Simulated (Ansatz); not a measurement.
# CCSD/def2-SVP (core potential) run of InCl2F (SMILES [F][In]([Cl])[Cl])

Aim: the electronic atomisation energy of InCl2F at CCSD/def2-SVP (core potential), from 4 runs. 

The calculation is run with Ansatz 0.2.0.

38 further runs of the same task are left out: 7 that didn't finish, 31 set aside as unsound or not needed. Runs told in other sessions of the task aren't counted.

## 1. Starting point

The species is InCl2F (4 atoms), meant as a singlet with charge 0. SMILES: `[F][In]([Cl])[Cl]`. The shape is that of a PBE0-D4/def2-TZVP optimisation.

Bond lengths: F1–In2 1.926 Å, In2–Cl3 2.285 Å, In2–Cl4 2.285 Å. Angles: F1–In2–Cl3 117.6°, F1–In2–Cl4 117.6°, Cl3–In2–Cl4 124.8°.

## 2. A single-point energy at CCSD/def2-SVP (core potential)

input.yaml

```yaml
basis:
  gaussian:
    orbitals: def2-SVP
crystal:
  periodic: [false, false, false]
  atoms:
    - {symbol: F, position_ang: [0.230900, 0.992100, 1.678900]}
    - {symbol: In, position_ang: [0.019100, 0.009200, 0.035600]}
    - {symbol: Cl, position_ang: [1.200200, -1.933300, -0.195800]}
    - {symbol: Cl, position_ang: [-1.394700, 0.871700, -1.539000]}
magnetization:
  spin_polarized: false
  initial_magnetization: 0
correlation:
  method: ccsd
  frozen_orbitals: {Cl: 5, F: 1, In: 4}
accuracy: high
scf:
  omitted_lower_state_checks: [cluster_reference, increment]
```

Run with:

```console
$ ansatz run input.yaml --threads 1 --pin off --max-ram 3480MiB --events-out events.jsonl --progress --plain --runs-dir runs
```

The log of the run, cut to the lines that bear on the results:

```text
Warning: RAYON_NUM_THREADS=1 ignored (pool sized by the plan → 1); use --threads N
Functional definition: HF
  name "HF"
[...]
1561 factors; integrals over basis functions are off by at most 3.4e-9 eV
[...]
mean field -32855.16567310 eV, -1207.4050684553 hartree, gradient 1.3e-8 eV, S^2 0.000000; 0 other end points of the search recorded, 0 dependent functions left out
15 core orbitals not correlated: weight in the atoms' cores, before any rotation towards them, 1.000 or more for the frozen orbitals, at most 0.000 for the correlated occupied ones
reference -32855.16567310 eV, -1207.4050684553 hartree; 17, 17 occupied and 44, 44 virtual orbitals, 1561 factors
second order -14.35096998 eV of doubles, -0.00000000 eV of singles
cycle   1  -14.69039901 eV  change   -3.4e-1 eV  update   9.5e-2
[...]
cycle  21  -15.06533852 eV  change   4.3e-10 eV  update   1.4e-9
Total energy: -32870.23101163 eV, -1207.9587094344 hartree
Checks for a lower state left out: cluster_reference, increment
```

It took 8.4 s on 1 thread of Arm Neoverse V2, shared host; peak memory 0.31 GiB.

## 3. The Cl atom at the same level

job.yaml

```yaml
crystal:
  periodic: [false, false, false]
  atoms:
    - {symbol: Cl, position_ang: [0.000000, 0.000000, 0.000000]}
basis:
  gaussian:
    orbitals: def2-SVP
accuracy: high
scf:
  omitted_lower_state_checks: [cluster_reference, increment]
magnetization:
  spin_polarized: true
  initial_magnetization: 1
correlation:
  method: ccsd
  frozen_orbitals: {Cl: 5}
```

Run the same way, it converges to -459.44497 Eh (log not shown).

## 4. The F atom

run.yaml

```yaml
crystal:
  periodic: [false, false, false]
  atoms:
    - {symbol: F, position_ang: [0.000000, 0.000000, 0.000000]}
basis:
  gaussian:
    orbitals: def2-SVP
scf:
  omitted_lower_state_checks: [cluster_reference, increment]
correlation:
  method: ccsd
  frozen_orbitals: {F: 1}
accuracy: high
magnetization:
  spin_polarized: true
  initial_magnetization: 1
```

Run with:

```console
$ ansatz run run.yaml --threads 1 --pin off --max-ram 3480MiB --events-out events.jsonl --progress --plain --runs-dir runs
```

The log of the run, cut to the lines that bear on the results:

```text
Warning: RAYON_NUM_THREADS=1 ignored (pool sized by the plan → 1); use --threads N
[... 2 set-up lines as earlier in the session ...]
[...]
95 factors; integrals over basis functions are off by at most 1.3e-9 eV
[...]
mean field -2701.65666529 eV, -99.2840512006 hartree, gradient 3.3e-9 eV, S^2 0.752413; 3 other end points of the search recorded, 0 dependent functions left out
1 core orbitals not correlated: weight in the atoms' cores, before any rotation towards them, 1.000 or more for the frozen orbitals, at most 0.000 for the correlated occupied ones
reference -2701.65666529 eV, -99.2840512006 hartree; 4, 3 occupied and 9, 10 virtual orbitals, 95 factors
second order -3.76552661 eV of doubles, -0.00000000 eV of singles
cycle   1  -4.01000841 eV  change   -2.4e-1 eV  update   2.1e-2
[...]
cycle  14  -4.07490007 eV  change   4.9e-10 eV  update  5.9e-10
Total energy: -2705.73156535 eV, -99.4338010160 hartree
Checks for a lower state left out: cluster_reference, increment
```

It took 0.18 s on 1 thread of Arm Neoverse V2, shared host.

## 5. The In atom

molecule.yaml

```yaml
crystal:
  periodic: [false, false, false]
  atoms:
    - {symbol: In, position_ang: [0.000000, 0.000000, 0.000000]}
basis:
  gaussian:
    orbitals: def2-SVP
magnetization:
  spin_polarized: true
  initial_magnetization: 1
correlation:
  method: ccsd
  frozen_orbitals: {In: 4}
accuracy: high
scf:
  omitted_lower_state_checks: [cluster_reference, increment]
```

Run with:

```console
$ ansatz run molecule.yaml --threads 1 --pin off --max-ram 3480MiB --events-out events.jsonl --progress --plain --runs-dir runs
```

The log of the run, cut to the lines that bear on the results:

```text
Warning: RAYON_NUM_THREADS=1 ignored (pool sized by the plan → 1); use --threads N
[... 2 set-up lines as earlier in the session ...]
[...]
230 factors; integrals over basis functions are off by at most 1.2e-9 eV
[...]
mean field -5148.56669247 eV, -189.2063361246 hartree, gradient 9.0e-9 eV, S^2 0.758799; 3 other end points of the search recorded, 0 dependent functions left out
4 core orbitals not correlated: weight in the atoms' cores, before any rotation towards them, 1.000 or more for the frozen orbitals, at most 0.000 for the correlated occupied ones
reference -5148.56669247 eV, -189.2063361246 hartree; 7, 6 occupied and 15, 16 virtual orbitals, 230 factors
second order -1.35940717 eV of doubles, -0.00000000 eV of singles
cycle   1  -1.60139686 eV  change   -2.4e-1 eV  update   5.7e-2
[...]
cycle  15  -1.74969152 eV  change  -4.2e-10 eV  update   1.0e-9
Total energy: -5150.31638400 eV, -189.2706361020 hartree
Checks for a lower state left out: cluster_reference, increment
```

Wall time 0.32 s (1 thread of Arm Neoverse V2, shared host).

## 6. Results

Level: CCSD/def2-SVP (core potential), 15 core orbitals frozen.

| quantity | value |
| --- | --- |
| molecule: total energy | -1207.95871 Eh |
| molecule: correlation energy (15 core orbitals frozen) | -553.6 mEh |
| molecule: T1 diagnostic | 0.012 |
| Cl atom: total energy | -459.44497 Eh |
| Cl atom: correlation energy (5 core orbitals frozen) | -125.7 mEh |
| Cl atom: ⟨S²⟩ of the reference determinant | 0.755 |
| Cl atom: T1 diagnostic | 0.005 |
| F atom: total energy | -99.43380 Eh |
| F atom: correlation energy (1 core orbital frozen) | -149.7 mEh |
| F atom: ⟨S²⟩ of the reference determinant | 0.752 |
| F atom: T1 diagnostic | 0.003 |
| In atom: total energy | -189.27064 Eh |
| In atom: correlation energy (4 core orbitals frozen) | -64.3 mEh |
| In atom: ⟨S²⟩ of the reference determinant | 0.759 |
| In atom: T1 diagnostic | 0.007 |
| electronic atomisation energy | 9.914 eV |

What this shows: Taking the molecule apart into free atoms costs 9.91 eV (957 kJ/mol), before zero-point energy and without spin-orbit coupling.
